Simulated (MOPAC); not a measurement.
# One shape, several levels: BCNOF2 (SMILES O=C=NB(F)F)

We compute a comparison of 6 runs (AM1, MNDO, PM6, PM6-D3, PM6-D3H4, PM7) of BCNOF2. 

The results are computed with MOPAC 23.2.5.

9 further runs of the same task are left out: 2 that didn't finish, 7 set aside as unsound or not needed.

## Step 1: The system as given

BCNOF2: 6 atoms, total charge 0, spin state singlet. SMILES: `O=C=NB(F)F`. Geometry: relaxed at PBE0-D4/def2-TZVP.

Bond lengths: O1–C2 1.157 Å, C2–N3 1.203 Å, N3–B4 1.415 Å, B4–F5 1.314 Å, B4–F6 1.319 Å. Angles: O1–C2–N3 175.3°, C2–N3–B4 143.9°, N3–B4–F5 119.9°, N3–B4–F6 121.8°, F5–B4–F6 118.3°.

## Step 2: Energy and gradient at AM1 (run 1)

File calc.mop:

```
AM1 DISP GRADIENTS BONDS 1SCF AUX(PRECISION=6) THREADS=1
gradient of CBF2NO

O 1.072900 1 -2.030200 1 1.224200 1
C 0.602900 1 -1.239000 1 0.523600 1
N 0.121500 1 -0.481700 1 -0.277900 1
B -0.413700 1 0.817100 1 -0.445800 1
F -0.843100 1 1.200000 1 -1.627200 1
F -0.498300 1 1.669900 1 0.556800 1
```

On the command line:

```console
$ mopac calc.mop
```

calc.out:

```text
MOPAC v23.2.5
AM1 CALCULATION RESULTS
[...]
           Empirical Formula: C N O B F2  =     6 atoms
      MOLECULAR POINT GROUP   :   Cs
[...]
     SCF FIELD WAS ACHIEVED
[...]
                              SUM =       -197.26711 KCAL/MOL = FINAL HEAT OF FORMATION
          TOTAL ENERGY            =      -1698.59196 EV
          ELECTRONIC ENERGY       =      -4107.88310 EV
          CORE-CORE REPULSION     =       2409.29114 EV
          COSMO AREA              =        107.00 SQUARE ANGSTROMS
          COSMO VOLUME            =         88.48 CUBIC ANGSTROMS
          GRADIENT NORM           =        159.14533          =       64.97081 PER ATOM
          IONIZATION POTENTIAL    =         11.918681 EV
          HOMO LUMO ENERGIES (EV) =        -11.919  0.212
          NO. OF FILLED LEVELS    =         16
          MOLECULAR WEIGHT        =         90.8239         POINT GROUP:  Cs
[...]
                             CARTESIAN COORDINATES
   1    O        1.072900000    -2.030200000     1.224200000
   2    C        0.602900000    -1.239000000     0.523600000
   3    N        0.121500000    -0.481700000    -0.277900000
   4    B       -0.413700000     0.817100000    -0.445800000
   5    F       -0.843100000     1.200000000    -1.627200000
   6    F       -0.498300000     1.669900000     0.556800000
           Empirical Formula: C N O B F2  =     6 atoms
      MOLECULAR POINT GROUP   :   Cs
[...]
              NET ATOMIC CHARGES AND DIPOLE CONTRIBUTIONS
  ATOM NO.   TYPE          CHARGE      No. of ELECS.   s-Pop       p-Pop
    1          O          -0.178476        6.1785     1.89731     4.28116
    2          C           0.409454        3.5905     1.19433     2.39622
    3          N          -0.453870        5.4539     1.54207     3.91180
    4          B           0.494575        2.5054     0.96976     1.53566
    5          F          -0.121070        7.1211     1.88191     5.23916
    6          F          -0.150613        7.1506     1.88453     5.26608
 DIPOLE           X         Y         Z       TOTAL
 POINT-CHG.    -0.131     0.389     0.071     0.416
 HYBRID         0.050     0.016     0.234     0.240
 SUM           -0.080     0.404     0.304     0.512
[...]
 * JOB ENDED NORMALLY *
[...]
```

Wall time 0.04 s (1 thread of Arm Neoverse N1, shared host).

## Step 3: Energy and gradient at MNDO (run 2)

File cbf2no.mop:

```
MNDO 1SCF BONDS DISP GRADIENTS AUX(PRECISION=6) THREADS=1
CBF2NO

O 1.072900 1 -2.030200 1 1.224200 1
C 0.602900 1 -1.239000 1 0.523600 1
N 0.121500 1 -0.481700 1 -0.277900 1
B -0.413700 1 0.817100 1 -0.445800 1
F -0.843100 1 1.200000 1 -1.627200 1
F -0.498300 1 1.669900 1 0.556800 1
```

On the command line:

```console
$ mopac cbf2no.mop
```

cbf2no.out:

```text
MOPAC v23.2.5
MNDO CALCULATION RESULTS
[...]
           Empirical Formula: C N O B F2  =     6 atoms
      MOLECULAR POINT GROUP   :   Cs
[...]
     SCF FIELD WAS ACHIEVED
[...]
                              SUM =       -201.11737 KCAL/MOL = FINAL HEAT OF FORMATION
          TOTAL ENERGY            =      -1689.75626 EV
          ELECTRONIC ENERGY       =      -4106.89466 EV
          CORE-CORE REPULSION     =       2417.13839 EV
          COSMO AREA              =        107.00 SQUARE ANGSTROMS
          COSMO VOLUME            =         88.48 CUBIC ANGSTROMS
          GRADIENT NORM           =        117.17100          =       47.83486 PER ATOM
          IONIZATION POTENTIAL    =         12.175190 EV
          HOMO LUMO ENERGIES (EV) =        -12.175  0.136
          NO. OF FILLED LEVELS    =         16
          MOLECULAR WEIGHT        =         90.8239         POINT GROUP:  Cs
[...]
                             CARTESIAN COORDINATES
   1    O        1.072900000    -2.030200000     1.224200000
   2    C        0.602900000    -1.239000000     0.523600000
   3    N        0.121500000    -0.481700000    -0.277900000
   4    B       -0.413700000     0.817100000    -0.445800000
   5    F       -0.843100000     1.200000000    -1.627200000
   6    F       -0.498300000     1.669900000     0.556800000
           Empirical Formula: C N O B F2  =     6 atoms
      MOLECULAR POINT GROUP   :   Cs
[...]
              NET ATOMIC CHARGES AND DIPOLE CONTRIBUTIONS
  ATOM NO.   TYPE          CHARGE      No. of ELECS.   s-Pop       p-Pop
    1          O          -0.188819        6.1888     1.86754     4.32128
    2          C           0.486062        3.5139     1.16991     2.34403
    3          N          -0.444631        5.4446     1.50244     3.94219
    4          B           0.492676        2.5073     0.90954     1.59778
    5          F          -0.159077        7.1591     1.82671     5.33237
    6          F          -0.186211        7.1862     1.83059     5.35562
 DIPOLE           X         Y         Z       TOTAL
 POINT-CHG.     0.286    -0.499     0.396     0.699
 HYBRID         0.020     0.077     0.206     0.221
 SUM            0.306    -0.423     0.602     0.797
[...]
 * JOB ENDED NORMALLY *
[...]
```

Wall time 0.04 s (1 thread of Arm Neoverse N1, shared host).

## Step 4: Energy and gradient at PM6 (run 3)

File calc.mop:

```
PM6 1SCF BONDS GRADIENTS DISP AUX(PRECISION=6) THREADS=1
CBF2NO, PM6

O      1.072900 1    -2.030200 1     1.224200 1
C      0.602900 1    -1.239000 1     0.523600 1
N      0.121500 1    -0.481700 1    -0.277900 1
B     -0.413700 1     0.817100 1    -0.445800 1
F     -0.843100 1     1.200000 1    -1.627200 1
F     -0.498300 1     1.669900 1     0.556800 1
```

On the command line:

```console
$ mopac calc.mop
```

calc.out:

```text
MOPAC v23.2.5
PM6 CALCULATION RESULTS
[...]
           Empirical Formula: C N O B F2  =     6 atoms
      MOLECULAR POINT GROUP   :   Cs
[...]
     SCF FIELD WAS ACHIEVED
[...]
                              SUM =       -216.18020 KCAL/MOL = FINAL HEAT OF FORMATION
          TOTAL ENERGY            =      -1594.92272 EV
          ELECTRONIC ENERGY       =      -3885.55741 EV
          CORE-CORE REPULSION     =       2290.63469 EV
          COSMO AREA              =        107.00 SQUARE ANGSTROMS
          COSMO VOLUME            =         88.48 CUBIC ANGSTROMS
          GRADIENT NORM           =         59.91694          =       24.46099 PER ATOM
          IONIZATION POTENTIAL    =         11.877842 EV
          HOMO LUMO ENERGIES (EV) =        -11.878 -0.288
          NO. OF FILLED LEVELS    =         16
          MOLECULAR WEIGHT        =         90.8239         POINT GROUP:  Cs
[...]
                             CARTESIAN COORDINATES
   1    O        1.072900000    -2.030200000     1.224200000
   2    C        0.602900000    -1.239000000     0.523600000
   3    N        0.121500000    -0.481700000    -0.277900000
   4    B       -0.413700000     0.817100000    -0.445800000
   5    F       -0.843100000     1.200000000    -1.627200000
   6    F       -0.498300000     1.669900000     0.556800000
           Empirical Formula: C N O B F2  =     6 atoms
      MOLECULAR POINT GROUP   :   Cs
[...]
              NET ATOMIC CHARGES AND DIPOLE CONTRIBUTIONS
  ATOM NO.   TYPE          CHARGE      No. of ELECS.   s-Pop       p-Pop
    1          O          -0.312349        6.3123     1.83514     4.47721
    2          C           0.599069        3.4009     1.03516     2.36577
    3          N          -0.568045        5.5680     1.57046     3.99759
    4          B           0.813499        2.1865     0.82444     1.36206
    5          F          -0.251382        7.2514     1.94769     5.30370
    6          F          -0.280791        7.2808     1.94852     5.33227
 DIPOLE           X         Y         Z       TOTAL
 POINT-CHG.    -0.133     0.287    -0.100     0.331
 HYBRID         0.157    -0.179     0.369     0.440
 SUM            0.024     0.107     0.269     0.291
[...]
 * JOB ENDED NORMALLY *
[...]
```

Run time: 0.04 s. Hardware: 1 thread of Arm Neoverse N1, shared host.

Runs 4 to 5 aren't shown in full; the table further down has their settings and results.

## Step 5: Energy and gradient at PM7 (run 6)

File job.mop:

```
PM7 1SCF DISP GRADIENTS BONDS AUX(PRECISION=9) THREADS=1
CBF2NO, PM7

O 1.072900 1 -2.030200 1 1.224200 1
C 0.602900 1 -1.239000 1 0.523600 1
N 0.121500 1 -0.481700 1 -0.277900 1
B -0.413700 1 0.817100 1 -0.445800 1
F -0.843100 1 1.200000 1 -1.627200 1
F -0.498300 1 1.669900 1 0.556800 1
```

On the command line:

```console
$ mopac job.mop
```

job.out:

```text
MOPAC v23.2.5
PM7 CALCULATION RESULTS
[...]
           Empirical Formula: C N O B F2  =     6 atoms
      MOLECULAR POINT GROUP   :   Cs
[...]
     SCF FIELD WAS ACHIEVED
[...]
                              SUM =       -222.27681 KCAL/MOL = FINAL HEAT OF FORMATION
          TOTAL ENERGY            =      -1596.57471 EV
          ELECTRONIC ENERGY       =      -3875.02338 EV
          CORE-CORE REPULSION     =       2278.44868 EV
          COSMO AREA              =        107.00 SQUARE ANGSTROMS
          COSMO VOLUME            =         88.48 CUBIC ANGSTROMS
          GRADIENT NORM           =         61.42313          =       25.07589 PER ATOM
          IONIZATION POTENTIAL    =         11.695234 EV
          HOMO LUMO ENERGIES (EV) =        -11.695 -1.347
          NO. OF FILLED LEVELS    =         16
          MOLECULAR WEIGHT        =         90.8239         POINT GROUP:  Cs
[...]
                             CARTESIAN COORDINATES
   1    O        1.072900000    -2.030200000     1.224200000
   2    C        0.602900000    -1.239000000     0.523600000
   3    N        0.121500000    -0.481700000    -0.277900000
   4    B       -0.413700000     0.817100000    -0.445800000
   5    F       -0.843100000     1.200000000    -1.627200000
   6    F       -0.498300000     1.669900000     0.556800000
           Empirical Formula: C N O B F2  =     6 atoms
      MOLECULAR POINT GROUP   :   Cs
[...]
              NET ATOMIC CHARGES AND DIPOLE CONTRIBUTIONS
  ATOM NO.   TYPE          CHARGE      No. of ELECS.   s-Pop       p-Pop
    1          O          -0.303773        6.3038     1.86792     4.43585
    2          C           0.600561        3.3994     1.05547     2.34397
    3          N          -0.544213        5.5442     1.61472     3.92949
    4          B           0.759529        2.2405     0.64406     1.59641
    5          F          -0.242104        7.2421     1.94432     5.29779
    6          F          -0.270001        7.2700     1.94495     5.32505
 DIPOLE           X         Y         Z       TOTAL
 POINT-CHG.    -0.027     0.067    -0.006     0.072
 HYBRID         0.133    -0.173     0.279     0.354
 SUM            0.107    -0.105     0.274     0.312
[...]
 * JOB ENDED NORMALLY *
[...]
```

Run time: 0.04 s. Hardware: 1 thread of Arm Neoverse N1, shared host.

## Step 6: All runs side by side

| run | level | task | keywords | heat of formation (kcal/mol) | dipole moment (D) | HOMO energy (eV) | LUMO energy (eV) | wall time |
| --- | --- | --- | --- | --- | --- | --- | --- | --- |
| 1 | AM1 | gradient | BONDS DISP | -197.27 | 0.51 | -11.92 | 0.21 | 0.04 s |
| 2 | MNDO | gradient | BONDS DISP | -201.12 | 0.80 | -12.18 | 0.14 | 0.04 s |
| 3 | PM6 | gradient | BONDS DISP | -216.18 | 0.29 | -11.88 | -0.29 | 0.04 s |
| 4 | PM6-D3 (COSMO methanol) | properties | BONDS BONDS DISP PRTINT | -221.71 | 0.34 | -11.75 | -0.03 | 0.04 s |
| 5 | PM6-D3H4 | gradient | BONDS DISP | -216.45 | 0.29 | -11.88 | -0.29 | 0.04 s |
| 6 | PM7 | gradient | BONDS DISP | -222.28 | 0.31 | -11.70 | -1.35 | 0.04 s |

## Step 7: Results

```
                                        quantity            value
                             run 6: total energy     -58.67304 Eh
                            run 6: dipole moment           0.31 D
                              run 6: HOMO energy        -11.70 eV
                              run 6: LUMO energy         -1.35 eV
                            run 6: HOMO–LUMO gap         10.35 eV
                        run 6: dispersion energy     -1.21 kJ/mol
run 6: heat of formation at this unrelaxed shape  -222.3 kcal/mol
                 run 6: largest force on an atom       1.885 eV/Å
```

**Reading.** The dipole moment (its size) runs from 0.29 D (PM6) to 0.80 D (MNDO). The HOMO–LUMO gap runs from 10.35 eV (PM7) to 12.31 eV (MNDO). Force-field and semi-empirical energies have zeros of their own, so their totals don't compare. All runs together took 0.24 s, the longest 0.04 s.
